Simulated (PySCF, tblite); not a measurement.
**C3H6BNO2: geometry, infrared bands and NMR shifts**

Aim: predict the infrared bands and NMR shifts of C3H6BNO2 (`OB(O)[C@H]1C=NC1`).

Programs: tblite 0.8.0 and PySCF 2.14.0, with density-fitted response routines of our own. Each step states its level of theory. These are calculated values for one molecule in the gas phase, unless marked as measured. Atoms count from 0, in the outputs and in this text.

**1. Starting geometry**

13 atoms, charge 0, multiplicity 1; geometry from: force field or distance geometry start.

Bonds of the start (Å): O0–B1 1.45, B1–O2 1.48, B1–C3 1.59, C3–C4 1.45, C4–N5 1.26, N5–C6 1.42, C6–C3 1.48, O0–H7 0.99, O2–H8 0.97, C3–H9 1.12, C4–H10 1.11, C6–H11 1.11, C6–H12 1.10.

**2. Relaxing the molecule with GFN2-xTB**

The job: settings as JSON, then the geometry in Å.

```
{"job": {"kind": "relax", "xc": "GFN2-xTB", "basis": "xTB"}, "charge": 0, "multiplicity": 1}
O      1.492000    -1.356300    -0.754800
B      1.017200    -0.002900    -0.516300
O      2.048200     1.057000    -0.607900
C     -0.247900     0.244200     0.407700
C     -1.269100     1.028800    -0.262800
N     -2.141300     0.116900    -0.350100
C     -1.282700    -0.803300     0.305600
H      2.242800    -1.619200    -0.166400
H      2.118100     1.458300     0.271500
H      0.040400     0.572400     1.433800
H     -1.293600     2.076900    -0.616000
H     -1.748200    -1.185200     1.242100
H     -0.980300    -1.587100    -0.403900
```

Run with:

```console
OMP_NUM_THREADS=1 python probes_run.py task.json out
```

One launch serves the whole session: the jobs run in the order shown.

**Question.** This job is followed by: GFN2-xTB harmonic vibrations, gas phase; GIAO PBE0/pcSseg-1 NMR shielding, non-relativistic, gas phase. What will the session give for the following? strongest single infrared mode (GFN2-xTB); zero-point energy (GFN2-xTB); ¹³C shifts against TMS (PBE0/pcSseg-1); ¹H shifts against TMS (PBE0/pcSseg-1, means over atoms taken as alike); ¹⁷O shifts against H2O (PBE0/pcSseg-1, means over atoms taken as alike); ¹¹B shifts against BF3·OEt2 (PBE0/pcSseg-1); ¹⁵N shifts against NH3 (PBE0/pcSseg-1); surface potential, 1st and 99th percentile.

The runs gave:

| quantity | value |
| --- | --- |
| strongest single infrared mode (GFN2-xTB) | 1305 cm⁻¹, 360 km/mol |
| zero-point energy (GFN2-xTB) | 60.4 kcal/mol |
| ¹³C shifts against TMS (PBE0/pcSseg-1) | 188.7, 62.6, 44.4 ppm |
| ¹H shifts against TMS (PBE0/pcSseg-1, means over atoms taken as alike) | 8.31, 4.53, 4.18, 4.17, 3.14 ppm |
| ¹⁷O shifts against H2O (PBE0/pcSseg-1, means over atoms taken as alike) | 123.2 ppm |
| ¹¹B shifts against BF3·OEt2 (PBE0/pcSseg-1) | 26.7 ppm |
| ¹⁵N shifts against NH3 (PBE0/pcSseg-1) | 452.6 ppm |
| surface potential, 1st and 99th percentile | -2.10 V and 2.58 V |

**Reading.** The optimisation took 48 steps and gained 1.650 eV; among the close pairs (by a distance rule), B1–O2 changed most, from 1.481 to 1.360 Å. All 33 modes are real, so the xTB geometry is a minimum. The strongest single mode, at 1305 cm⁻¹, moves mainly B1. Unscaled tight-binding wavenumbers are off by several per cent, some by more. Its intensities can rank the bands wrongly. At PBE0/pcSseg-1: The widest tensor belongs to N5: span 795 ppm, with a paramagnetic part of -513 ppm.
